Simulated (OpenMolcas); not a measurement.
# GeH3F (fluorogermane) at 6 levels

We compute a comparison of 6 runs (HF/3-21G, HF/aug-cc-pVDZ, M06-2X/aug-cc-pVDZ, M06-L/aug-cc-pVDZ, revPBE/aug-cc-pVDZ, CCSD(T)/aug-cc-pVDZ) of GeH3F (fluorogermane). 

The calculation is run with OpenMolcas 26.06.

1 further run of the same task is left out (set aside as unsound or not needed).

**1. The structure to begin with**

GeH3F: 5 atoms, total charge 0, spin state singlet. As SMILES, `[F][GeH3]`. The coordinates come from a PBE0-D4/def2-TZVP relaxation.

Bond lengths: F1–Ge2 1.742 Å, Ge2–H3 1.533 Å, Ge2–H4 1.533 Å, Ge2–H5 1.533 Å. Angles: F1–Ge2–H3 106.2°, F1–Ge2–H4 106.2°, F1–Ge2–H5 106.3°, H3–Ge2–H4 112.5°, H3–Ge2–H5 112.5°, H4–Ge2–H5 112.5°.

**2. Energy and forces at HF/3-21G (run 1)**

Input file run.input:

```
* FGeH3 Hartree-Fock

&GATEWAY
 BasLib=$CurrDir
 Coord
 5
 angstrom
 F       -1.046500       0.474300       1.162200
 Ge       0.068200      -0.041600      -0.072800
 H        1.331000      -0.512000       0.658600
 H       -0.627800      -1.178000      -0.831200
 H        0.325100       1.183600      -0.958100
 Basis=3-21G
 Group=NoSym

&SEWARD

&SCF
 Thresholds=1e-10 1e-07 1e-07 1e-05
 PrOrbitals=1 2

&ALASKA
```

The basis set 3-21G is read from a file made from the Basis Set Exchange's data (not shown).

The run is started by

```bash
$ export MOLCAS_MEM=1860
$ pymolcas run.input > run.log
```

Log:

```text
--- Start Module: gateway ---
[...]
--- Stop Module: gateway /rc=_RC_ALL_IS_WELL_ ---
[...]
      Basis functions           37
[...]
--- Start Module: scf ---
[...]
       Convergence after  10 Iterations
[...]
::    Total SCF energy                              -2166.0011670141
[...]
      Total spin, S                                     0.0000000000
[...]
      Total electronic charge=   44.000000
      Total            charge=   -0.000000
[...]
      Dipole Moment (debye):
      Origin of the operator (angstrom)=   -0.1439    0.0565    0.1622
                   X=  1.6110E+00               Y= -7.4491E-01               Z= -1.7853E+00           Total=  2.5174E+00
      Quadrupole Moment (debye*angstrom):
[...]
--- Stop Module: scf /rc=_RC_ALL_IS_WELL_ ---
--- Start Module: alaska ---
[...]
 *              Molecular gradients               *
 **************************************************
  Irreducible representation: a
 ------------------------------------------------------------------------------------------
                              X                       Y                       Z
 ------------------------------------------------------------------------------------------
  F1               -1.69686657250026E-02    7.84180651290356E-03    1.88070760826236E-02
  GE2               2.21705219576549E-02   -1.02273422990384E-02   -2.45720848798392E-02
  H3               -3.11762285464035E-04    3.00632761057962E-04    3.41846977111127E-03
  H4               -3.13875913287420E-03   -6.71298354890659E-04    1.26860620508484E-03
  H5               -1.75133481434964E-03    2.75620137995425E-03    1.07793282108748E-03
 ------------------------------------------------------------------------------------------
--- Stop Module: alaska /rc=_RC_ALL_IS_WELL_ ---
[...]
```

Run time: 2.1 s. Hardware: 1 thread of Arm Neoverse V1, shared host; peak memory 0.37 GiB.

**3. Energy and gradient at HF/aug-cc-pVDZ (run 2)**

Input file run.input:

```
* FGeH3 Hartree-Fock
&GATEWAY
BasLib = $CurrDir
Coord
5
angstrom
F       -1.046500       0.474300       1.162200
Ge       0.068200      -0.041600      -0.072800
H        1.331000      -0.512000       0.658600
H       -0.627800      -1.178000      -0.831200
H        0.325100       1.183600      -0.958100
Basis = aug-cc-pVDZ
Group = NoSym
&SEWARD
&SCF
Thresholds = 1e-10 1e-07 1e-07 1e-05
PrOrbitals = 1
&ALASKA
```

The basis set aug-cc-pVDZ is read from a file made from the Basis Set Exchange's data (not shown).

The run is started by

```bash
$ export MOLCAS_MEM=1860
$ pymolcas run.input > run.log
```

Log:

```text
--- Start Module: gateway ---
[...]
--- Stop Module: gateway /rc=_RC_ALL_IS_WELL_ ---
[...]
      Basis functions           86
[...]
--- Start Module: scf ---
[...]
       Convergence after  11 Iterations
[...]
::    Total SCF energy                              -2176.5582474101
[...]
      Total spin, S                                     0.0000000000
[...]
      Total electronic charge=   44.000000
      Total            charge=   -0.000000
[...]
      Dipole Moment (debye):
      Origin of the operator (angstrom)=   -0.1439    0.0565    0.1622
                   X=  1.5544E+00               Y= -7.1887E-01               Z= -1.7225E+00           Total=  2.4290E+00
      Quadrupole Moment (debye*angstrom):
[...]
--- Stop Module: scf /rc=_RC_ALL_IS_WELL_ ---
[...]
--- Start Module: alaska ---
[...]
 *              Molecular gradients               *
 **************************************************
  Irreducible representation: a
 ------------------------------------------------------------------------------------------
                              X                       Y                       Z
 ------------------------------------------------------------------------------------------
  F1               -1.11302708302574E-03    5.04893455079980E-04    1.23918095456332E-03
  GE2               1.88027124101708E-04   -5.21734330423129E-05   -2.16634320763021E-04
  H3                1.32464786711672E-03   -5.03967972175001E-04    7.29580787398376E-04
  H4               -6.97407045740395E-04   -1.20271748384138E-03   -8.07735957145894E-04
  H5                2.97759137489750E-04    1.25396543396583E-03   -9.44391463947092E-04
 ------------------------------------------------------------------------------------------
--- Stop Module: alaska /rc=_RC_ALL_IS_WELL_ ---
[...]
```

Wall time 8.4 s (1 thread of Arm Neoverse V1, shared host); peak memory 0.47 GiB.

Runs 3 to 4 aren't shown in full; the table further down has their settings and results.

**4. Energy and forces at revPBE/aug-cc-pVDZ (run 5)**

Input file calc.input:

```
* FGeH3 Kohn-Sham DFT
&GATEWAY
BasLib=$CurrDir
Coord
5
bohr
F     -1.97759839     0.89629710     2.19623970
Ge     0.12887932    -0.07861261    -0.13757206
H      2.51522547    -0.96753978     1.24457363
H     -1.18637006    -2.22609737    -1.57074035
H      0.61434996     2.23667984    -1.81054660
Basis=aug-cc-pVDZ
Group=NoSym
&SEWARD
GridInput
Grid=UltraFine
End of Grid
&SCF
KSDFT=revPBE
Thresholds=1e-10 1e-07 1e-07 1e-05
PrOrbitals=1 2
&ALASKA
```

The basis set aug-cc-pVDZ is read from a file made from the Basis Set Exchange's data (not shown).

The run is started by

```bash
$ export MOLCAS_MEM=1860
$ pymolcas calc.input > calc.log
```

Log:

```text
--- Start Module: gateway ---
[...]
--- Stop Module: gateway /rc=_RC_ALL_IS_WELL_ ---
[...]
      Basis functions           86
[...]
--- Start Module: scf ---
[...]
       Convergence after  15 Iterations
[...]
::    Total KS-DFT energy                           -2178.4529439742
[...]
      Total spin, S                                     0.0000000000
[...]
      Total electronic charge=   44.000000
      Total            charge=   -0.000000
[...]
      Dipole Moment (debye):
      Origin of the operator (angstrom)=   -0.1439    0.0565    0.1622
                   X=  1.3126E+00               Y= -6.0710E-01               Z= -1.4546E+00           Total=  2.0512E+00
      Quadrupole Moment (debye*angstrom):
[...]
--- Stop Module: scf /rc=_RC_ALL_IS_WELL_ ---
[...]
--- Start Module: alaska ---
[...]
 *              Molecular gradients               *
 **************************************************
  Irreducible representation: a
 ------------------------------------------------------------------------------------------
                              X                       Y                       Z
 ------------------------------------------------------------------------------------------
  F1                1.78091011611663E-02   -8.25072240701985E-03   -1.97260619273933E-02
  GE2              -1.44209394622710E-02    6.68814147968355E-03    1.59573670152415E-02
  H3               -4.91333107397907E-03    1.84057824004835E-03   -2.70414037363587E-03
  H4                2.57819424724115E-03    4.36687457286311E-03    2.99114914343956E-03
  H5               -1.05302487216186E-03   -4.64487188562845E-03    3.48168614237476E-03
 ------------------------------------------------------------------------------------------
--- Stop Module: alaska /rc=_RC_ALL_IS_WELL_ ---
[...]
```

Run time: 28 s. Hardware: 1 thread of Arm Neoverse V1, shared host; peak memory 0.47 GiB.

**5. The energy at CCSD(T)/aug-cc-pVDZ (run 6)**

Input file run.inp:

```
&gateway
  baslib = $CurrDir
  coord
  5
  angstrom
  F       -1.046500       0.474300       1.162200
  Ge       0.068200      -0.041600      -0.072800
  H        1.331000      -0.512000       0.658600
  H       -0.627800      -1.178000      -0.831200
  H        0.325100       1.183600      -0.958100
  basis = aug-cc-pVDZ
  group = NoSym

&seward

&scf
  thresholds = 1e-10 1e-07 1e-07 1e-05
  prorbitals = 1 2

&rasscf
  fileorb = $Project.ScfOrb
  spin = 1
  nactel = 0 0 0
  inactive = 22
  ras2 = 0
  outorbitals = Canonical
  orblisting = Nothing

&motra
  jobiph
  frozen = 10

&ccsdt
  cct
  triples = 2
  iterations = 80
  accuracy = 1e-08
  extrapolation = 5 4
```

The basis set aug-cc-pVDZ is read from a file made from the Basis Set Exchange's data (not shown).

The run is started by

```bash
$ export MOLCAS_MEM=1860
$ pymolcas run.inp > run.log
```

Log:

```text
--- Start Module: gateway ---
[...]
--- Stop Module: gateway /rc=_RC_ALL_IS_WELL_ ---
[...]
      Basis functions           86
[...]
       Convergence after  11 Iterations
[...]
::    Total SCF energy                              -2176.5582474101
[...]
      Total spin, S                                     0.0000000000
[...]
      Number of active orbitals                  0
[...]
      Spin quantum number                      0.0
[...]
      Active orbitals                            0
[...]
      Number of CSFs                             1
[...]
      Number of root(s) required                 1
[...]
      Convergence after  4 iterations
[...]
      Natural orbitals and occupation numbers for root  1
      ************************************************************************************************************************
      *                                                    Final results                                                     *
      ************************************************************************************************************************
[...]
::    RASSCF root number  1 Total energy:  -2176.55824741
[...]
      Total electronic charge=   44.000000
      Total            charge=   -0.000000
[...]
      Dipole Moment (debye):
      Origin of the operator (angstrom)=   -0.1439    0.0565    0.1622
                   X=  1.5544E+00               Y= -7.1887E-01               Z= -1.7225E+00           Total=  2.4290E+00
      Quadrupole Moment (debye*angstrom):
[...]
--- Start Module: motra ---
[...]
      *** WARNING: Default frozen orbitals is overwritten by user input.
      *** Default values:  15
[...]
--- Stop Module: motra /rc=_RC_ALL_IS_WELL_ ---
[...]
--- Start Module: ccsdt ---
[...]
      Convergence after                    16  Iterations
      Total energy (diff) :   -2176.92179711      -0.00000000
[...]
 METHOD                       : CCSD+T(CCSD)+<T3(1)WT1> = CCSD(T)
[...]
       CCSD     =     -2176.9217971069311
[...]
--- Stop Module: ccsdt /rc=_RC_ALL_IS_WELL_ ---
[...]
```

Wall time 50 s (1 thread of Arm Neoverse V1, shared host); peak memory 0.47 GiB.

**6. Overview of the runs**

```
run                level  integration grid      task   energy (Eh)  dipole moment (D) of the reference  HOMO energy (eV)  LUMO energy (eV)  wall time
  1             HF/3-21G                 –  gradient  -2166.001167                                2.52            -13.04              3.66      2.1 s
  2       HF/aug-cc-pVDZ                 –  gradient  -2176.558247                                2.43            -13.23              1.01      8.4 s
  3   M06-2X/aug-cc-pVDZ         UltraFine  gradient  -2178.619155                                2.22            -11.04             -0.09       35 s
  4    M06-L/aug-cc-pVDZ         UltraFine  gradient  -2178.582335                                2.18             -8.43             -0.60       34 s
  5   revPBE/aug-cc-pVDZ         UltraFine  gradient  -2178.452944                                2.05             -8.15             -1.27       28 s
  6  CCSD(T)/aug-cc-pVDZ                 –    energy  -2176.930665                                2.43            -13.23              1.01       50 s
```

**7. Results**

```
                                           quantity           value
                                run 6: total energy  -2176.93067 Eh
          run 6: dipole moment (mean-field density)          2.43 D
         run 6: HOMO energy (Hartree–Fock orbitals)       -13.23 eV
         run 6: LUMO energy (Hartree–Fock orbitals)         1.01 eV
       run 6: HOMO–LUMO gap (Hartree–Fock orbitals)        14.24 eV
run 6: correlation energy (10 core orbitals frozen)      -372.4 mEh
                              run 6: (T) correction       -8.87 mEh
```

Over runs 1, 2, 3, 4, 5 the dipole moment (its size) runs from 2.05 D (revPBE/aug-cc-pVDZ) to 2.52 D (HF/3-21G). The two ends differ in method and basis. Over runs 1, 2, 3, 4, 5 the HOMO–LUMO gap runs from 6.88 eV (revPBE/aug-cc-pVDZ) to 16.70 eV (HF/3-21G). Totals of different functionals can't be ranked against each other. All runs together took 2.6 min, the longest 50 s.
